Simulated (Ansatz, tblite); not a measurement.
**Al(PF3)Cl3 (AlCl3F3P): which spin state is lowest**

Aim: set other spin states of Al(PF3)Cl3 (AlCl3F3P) against its singlet, on many levels of theory.

Program: Ansatz 0.2.0, Gaussian basis. Level of theory: as each input shows. These are calculated values, not measurements.

The runs, in order: triplet, at the geometry of the singlet (GFN1-xTB, GFN2-xTB, PBE0-D4/def2-TZVP, PBE-D4/def2-TZVP, r2SCAN-D4/def2-TZVP); the singlet's energies come from earlier runs.

2 further runs of the same task are left out: 2 set aside as unsound or not needed.

## Step 1: The relaxed structure

The singlet was relaxed beforehand with PBE-D4/def2-SVP.

8 atoms, charge 0, spin multiplicity 1.

Bond lengths: Al1–P2 2.509 Å, Al1–Cl6 2.114 Å, Al1–Cl7 2.114 Å, Al1–Cl8 2.114 Å, P2–F3 1.592 Å, P2–F4 1.592 Å, P2–F5 1.592 Å. Angles: P2–Al1–Cl6 96.0°, P2–Al1–Cl7 96.0°, P2–Al1–Cl8 96.0°, Cl6–Al1–Cl7 118.9°, Cl6–Al1–Cl8 118.9°, Cl7–Al1–Cl8 118.9°, Al1–P2–F3 117.4°, Al1–P2–F4 117.5°, Al1–P2–F5 117.5°, F3–P2–F4 100.4°, F3–P2–F5 100.4°, F4–P2–F5 100.4°.

## Step 2: Triplet at the fixed geometry, GFN1-xTB

Tight binding, by tblite at 300 K electronic temperature and without a spin-polarisation term:

```python
tblite.interface.Calculator('GFN1-xTB', numbers, positions, charge=0, uhf=2).singlepoint()
```

Energy -879.1615 eV; 0.04 s.

## Step 3: Triplet at the fixed geometry, GFN2-xTB

Tight binding, by tblite at 300 K electronic temperature and without a spin-polarisation term:

```python
tblite.interface.Calculator('GFN2-xTB', numbers, positions, charge=0, uhf=2).singlepoint()
```

Energy -858.6698 eV; 0.046 s.

## Step 4: Triplet at the fixed geometry, PBE0-D4/def2-TZVP

File in.yaml:

```yaml
crystal:
  periodic: [false, false, false]
  atoms:
    - {symbol: Al, position_ang: [-0.002656, 0.003574, -1.447093]}
    - {symbol: P, position_ang: [0.002510, -0.003044, 1.061953]}
    - {symbol: F, position_ang: [-1.408840, 0.040139, 1.797821]}
    - {symbol: F, position_ang: [0.748017, 1.196362, 1.797715]}
    - {symbol: F, position_ang: [0.670862, -1.249661, 1.793362]}
    - {symbol: Cl, position_ang: [2.098451, -0.049157, -1.673055]}
    - {symbol: Cl, position_ang: [-1.007867, 1.850992, -1.660941]}
    - {symbol: Cl, position_ang: [-1.100477, -1.789214, -1.669752]}
basis:
  gaussian: {orbitals: def2-TZVP}
magnetization: {spin_polarized: true, initial_magnetization: 2}
hamiltonian: {xc: pbe0, dispersion: d4}
scf: {omitted_lower_state_checks: [starts]}
output: {orbitals: {seedname: orbitals}}
```

Started as:

```
$ ansatz run in.yaml --threads 4 --pin off --events-out ev --progress --plain --max-ram 4787MiB
```

The log of the run:

```text
Functional definition: PBE0
  name "PBE0"
  cite "Adamo & Barone, J. Chem. Phys. 110, 6158 (1999) doi:10.1063/1.478522"
  cite "Perdew, Burke & Ernzerhof, Phys. Rev. Lett. 77, 3865 (1996) doi:10.1103/PhysRevLett.77.3865"
  parent pbe
  parameter a = 0.25
  parameter kappa = 0.804
  parameter beta = 0.06672455060314922
  exchange = (1 - a)*pbe_x(kappa = kappa, mu = beta*pi^2/3) + a*exact_x
  correlation = pbe_c(beta = beta)
these checks for a lower state are left out or cut short: starts
1833 factors; their error is unknown
mean field evaluation 1: about -61582.8911 eV, gradient 3.3e1 eV
mean field evaluation 2: about -61578.6929 eV, gradient 5.1e1 eV
mean field evaluation 4: about -61586.0758 eV, gradient 1.1e0 eV
mean field evaluation 8: about -61586.0889 eV, gradient 1.4e-1 eV
mean field evaluation 16: about -61586.2549 eV, gradient 1.9e-2 eV
mean field evaluation 32: about -61586.2566 eV, gradient 4.1e-6 eV
mean field -61586.25660643 eV, -2263.2531856221 hartree, gradient 4.1e-6 eV, S^2 2.006880; 0 other end points of the search recorded, 0 dependent functions left out
reference -61586.25663907 eV, -2263.2531868218 hartree; 54, 52 occupied and 224, 226 virtual orbitals, 1833 factors
Total energy: -61586.56024473 eV, -2263.2643441238 hartree
Checks for a lower state left out: starts
```

Run time: 82 s. Hardware: 4 threads of Intel Xeon at 2.70GHz, shared host; peak memory 1.6 GiB.

Report: HOMO -3.97 eV, LUMO -7.52 eV (over both spins; with the spin held, an empty level of the minority spin lies below the top filled one); ⟨S²⟩ 2.007 (pure: 2.00).

## Step 5: Triplet at the fixed geometry, PBE-D4/def2-TZVP

start.molden holds the orbitals of an earlier run on this state, given as this run's starting guess.

in.yaml, as its differences from that of step 4:

```diff
@@ -12,5 +12,5 @@
 basis:
-  gaussian: {orbitals: def2-TZVP}
+  gaussian: {orbitals: def2-TZVP, initial_orbitals: start.molden}
 magnetization: {spin_polarized: true, initial_magnetization: 2}
-hamiltonian: {xc: pbe0, dispersion: d4}
+hamiltonian: {xc: pbe, dispersion: d4}
 scf: {omitted_lower_state_checks: [starts]}
```

Launched as before.

The log of the run:

```text
Functional definition: PBE
  name "PBE"
  cite "Perdew, Burke & Ernzerhof, Phys. Rev. Lett. 77, 3865 (1996) doi:10.1103/PhysRevLett.77.3865"
  parent pbe
  parameter kappa = 0.804
  parameter beta = 0.06672455060314922
  exchange = pbe_x(kappa = kappa, mu = beta*pi^2/3)
  correlation = pbe_c(beta = beta)
these checks for a lower state are left out or cut short: starts
1765 factors; their error is unknown
mean field evaluation 1: about -61582.2152 eV, gradient 1.3e1 eV
mean field evaluation 2: about -61582.4654 eV, gradient 3.9e-1 eV
mean field evaluation 4: about -61582.4610 eV, gradient 6.7e-2 eV
mean field evaluation 8: about -61582.4610 eV, gradient 2.6e-5 eV
mean field -61582.46102690 eV, -2263.1137006472 hartree, gradient 5.3e-6 eV, S^2 2.003435; 0 other end points of the search recorded, 0 dependent functions left out
reference -61582.46107147 eV, -2263.1137022850 hartree; 54, 52 occupied and 224, 226 virtual orbitals, 1765 factors
Total energy: -61582.80763211 eV, -2263.1264381537 hartree
Checks for a lower state left out: starts
```

Run time: 14 s. Hardware: 4 threads of Intel Xeon at 2.70GHz, shared host; peak memory 1.1 GiB.

Report: HOMO -2.62 eV, LUMO -7.83 eV (over both spins; with the spin held, an empty level of the minority spin lies below the top filled one); ⟨S²⟩ 2.003 (pure: 2.00).

## Step 6: Triplet at the fixed geometry, r2SCAN-D4/def2-TZVP

in.yaml, as its differences from that of step 5:

```diff
@@ -14,3 +14,3 @@
 magnetization: {spin_polarized: true, initial_magnetization: 2}
-hamiltonian: {xc: pbe, dispersion: d4}
+hamiltonian: {xc: r2scan, dispersion: d4}
 scf: {omitted_lower_state_checks: [starts]}
```

Launched as before.

The log of the run, cut to the lines that bear on the results:

```text
Functional definition: r2SCAN
  name "r2SCAN"
  cite "Furness, Kaplan, Ning, Perdew & Sun, J. Phys. Chem. Lett. 11, 8208 (2020) doi:10.1021/acs.jpclett.0c02405"
  cite "Furness, Kaplan, Ning, Perdew & Sun, J. Phys. Chem. Lett. 11, 9248 (2020) doi:10.1021/acs.jpclett.0c03077"
  parent r2scan
[...]
1765 factors; their error is unknown
[...]
mean field -61606.30730163 eV, -2263.9900350799 hartree, gradient 7.7e-6 eV, S^2 2.008236; 0 other end points of the search recorded, 0 dependent functions left out
reference -61606.30731484 eV, -2263.9900355654 hartree; 54, 52 occupied and 224, 226 virtual orbitals, 1765 factors
Total energy: -61606.39387024 eV, -2263.9932164178 hartree
Checks for a lower state left out: starts
```

It took 30 s on 4 threads of Intel Xeon at 2.70GHz, shared host; peak memory 1.2 GiB.

Report: HOMO -2.99 eV, LUMO -7.91 eV (over both spins; with the spin held, an empty level of the minority spin lies below the top filled one); ⟨S²⟩ 2.008 (pure: 2.00).

## Step 7: Triplet less singlet, vertical

The singlet's energies are those of its earlier runs, whose logs aren't repeated here.

```
              level  triplet less singlet, vertical (eV)     time
           GFN1-xTB                               +5.472  0.055 s
           GFN2-xTB                               +6.102  0.061 s
   PBE-D4/def2-TZVP                               +5.431     18 s
r2SCAN-D4/def2-TZVP                               +5.560     35 s
  PBE0-D4/def2-TZVP                               +5.835     92 s
```

Times add the two runs; a level without a time comes out of a correlated run. Tight binding without a spin term can't rank spin states.

## Step 8: Results

```
                                                quantity                                   value
triplet less singlet, vertical, functionals in def2-TZVP  +5.431 (PBE-D4) to +5.835 eV (PBE0-D4)
```

**Reading.** All functionals put the triplet above the singlet, over a spread of 0.404 eV. The checks for a lower triplet were left out, so another state of that spin may lie lower. These are electronic energies, without zero-point motion, entropy or surroundings.
